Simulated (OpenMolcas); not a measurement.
# Co⁴⁺ among point charges: CASSCF and CASPT2 levels and susceptibility

Aim: the splitting of the states of Co⁴⁺ in the field of 6 point charges, its lowest levels with spin-orbit coupling and its magnetic susceptibility.

Program: OpenMolcas 26.06. Level of theory: state-averaged CASSCF and CASPT2, spin-orbit coupling by RASSI with atomic mean-field integrals. These are calculated values, not measurements, unless marked.

## (1) Starting point

- Species: Co⁴⁺ (cobalt, Z = 27, 23 electrons)
- Basis: ANO-RCC-VTZP [6s5p3d2f1g], 59 functions
- Scalar Hamiltonian: DKH2, point nucleus
- Inactive shells: 1s 2s 2p 3s 3p
- Active space: 5 electrons in 5 orbitals (3d)
- Some configurations of this space: 3d5
- Orbitals: optimised for each spin and parity, averaged over all roots

Outer shells as boxes (Hund's rule):

3d5
```
3d [↑ ][↑ ][↑ ][↑ ][↑ ]
```

The ion sits among 6 point charges of -1.2 e arranged as an octahedron (Oh), 1.8 Å from the ion.

The work runs as a chain of OpenMolcas steps in one folder; each step below is one input file. Labels, J, g values, rates, χT and fits are worked out afterwards by a script from the matrices that RASSI stores. The input lists half of the charges; inversion (Group=XYZ) makes the rest.

## (2) Basis and integrals

File a.inp:

```
&GATEWAY
Coord
1

Co 0.0 0.0 0.0
Basis=ANO-RCC-VTZP
Group=XYZ
NoMove
AngMom=0.0 0.0 0.0
AMFI
XField
3 Angstrom 0
1.800000 0.000000 0.000000 -1.200000
0.000000 1.800000 0.000000 -1.200000
0.000000 0.000000 1.800000 -1.200000
&SEWARD
```

Run with:

```bash
> OMP_NUM_THREADS=1 MOLCAS_MEM=1689 MOLCAS_PROJECT=a pymolcas a.inp > a.log
```

## (3) Reference wave functions, sextets of even parity, 1 root

File a.inp:

```
&RASSCF
FileOrb=start.orb
Symmetry=1
Spin=6
nActEl=5 0 0
Inactive=3 6
Ras2=5 0
CIRoot=1 1 1
SDav=1
CIMx=300
Iter=120 100
PrWF=0.3
OrbListing=Nothing
MaxOrb=0
>>> COPY $Project.JobIph JOB001
```

start.orb holds the contracted functions of the basis, ordered by shell, or the orbitals of the step before.

## (4) CASSCF: quartets of even parity, 24 roots

File a.inp:

```
&RASSCF
FileOrb=start.orb
Symmetry=1
Spin=4
nActEl=5 0 0
Inactive=3 6
Ras2=5 0
CIRoot=24 24 1
SDav=24
CIMx=300
Iter=120 100
PrWF=0.3
OrbListing=Nothing
MaxOrb=0
>>> COPY $Project.JobIph JOB002
```

## (5) CASSCF: doublets of even parity, 75 roots

File a.inp:

```
&RASSCF
FileOrb=start.orb
Symmetry=1
Spin=2
nActEl=5 0 0
Inactive=3 6
Ras2=5 0
CIRoot=75 75 1
SDav=75
CIMx=300
Iter=120 100
PrWF=0.3
OrbListing=Nothing
MaxOrb=0
>>> COPY $Project.JobIph JOB003
```

## (6) State interaction with spin-orbit coupling

File a.inp:

```
&RASSI
NrOfJobIphs=3 1 24 75
1
1 2 3 4 5 6 7 8 9 10 11 12 13 14 15 16 17 18 19 20 21 22 23 24
1 2 3 4 5 6 7 8 9 10 11 12 13 14 15 16 17 18 19 20 21 22 23 24 25 26 27
28 29 30 31 32 33 34 35 36 37 38 39 40 41 42 43 44 45 46 47 48 49 50 51
52 53 54 55 56 57 58 59 60 61 62 63 64 65 66 67 68 69 70 71 72 73 74 75
IphNames
JOB001
JOB002
JOB003
EJob
SpinOrbit
DIPRint=1.0
SOCoupling=1000.0
Subsets=2
Property=9
'ANGMOM' 1 'ANGMOM' 2 'ANGMOM' 3 'MLTPL  1' 1 'MLTPL  1' 2 'MLTPL  1' 3
'AMFI' 1 'AMFI' 2 'AMFI' 3
SOProperty=3
'ANGMOM' 1 'ANGMOM' 2 'ANGMOM' 3
```

## (7) CASPT2: IPEA 0.25, imaginary shift 0.1 (closed shells correlated: 3s 3p)

File a.inp:

```
>>> COPY JOB001 $Project.JobIph
&CASPT2
Multistate=1 1
Frozen=2 3
IPEA=0.25
Imaginary=0.1
MaxIter=60
WThr=0.0 0.3 0.05
PrWF=0.5
NoMix
>>> COPY JOB002 $Project.JobIph
&CASPT2
Multistate=24 1 2 3 4 5 6 7 8 9 10 11 12 13 14 15 16 17 18 19 20 21 22
23 24
NoMult
Frozen=2 3
IPEA=0.25
Imaginary=0.1
MaxIter=60
WThr=0.0 0.3 0.05
PrWF=0.5
NoMix
>>> COPY JOB003 $Project.JobIph
&CASPT2
Multistate=75 1 2 3 4 5 6 7 8 9 10 11 12 13 14 15 16 17 18 19 20 21 22
23 24 25 26 27 28 29 30 31 32 33 34 35 36 37 38 39 40 41 42 43 44 45 46
47 48 49 50 51 52 53 54 55 56 57 58 59 60 61 62 63 64 65 66 67 68 69 70
71 72 73 74 75
NoMult
Frozen=2 3
IPEA=0.25
Imaginary=0.1
MaxIter=60
WThr=0.0 0.3 0.05
PrWF=0.5
NoMix
```

(Steps that only read results are left out.)

**Question.** What will these runs give? Wanted: spin-free ground state; lowest level; next level.

**Answer**, as computed:

| quantity | value |
| --- | --- |
| method | SS-CASPT2, IPEA 0.25, imaginary shift 0.1 (closed shells correlated: 3s 3p) |
| spin-free ground state | 6A1, 1-fold in its orbital part |
| lowest level | 6-fold |
| next level | 38509.2 cm⁻¹ |
| χT at 300 K | 4.38 cm³ K/mol |
| effective moment at 300 K | 5.92 μB |

Cost by method:

```tsv
method	time of its own steps	time with the reference
A. CASSCF	22 s	22 s
B. SS-CASPT2, IPEA 0.25, imaginary shift 0.1, +3s 3p	10 s	32 s
```

Times are of one thread on a shared host.

The spin-free ground state (6A1) comes to 100 % from free-ion S terms and keeps the highest spin of the shell. χT at 300 K is 4.38, against 4.39 cm³ K/mol for the spin alone, as a half-filled shell (L = 0) has no orbital moment. An active space of the d shell alone favours high spin; real ions in strong fields can be low spin. CASPT2 does not keep the components of a term degenerate, and the means are used. The field of point charges can differ much from that of real complexes. With metal d orbitals alone active, the gaps between spin states are rough; where two lie within a few thousand cm-1, their order is open. This is an electrostatic model: the charges have no orbitals.
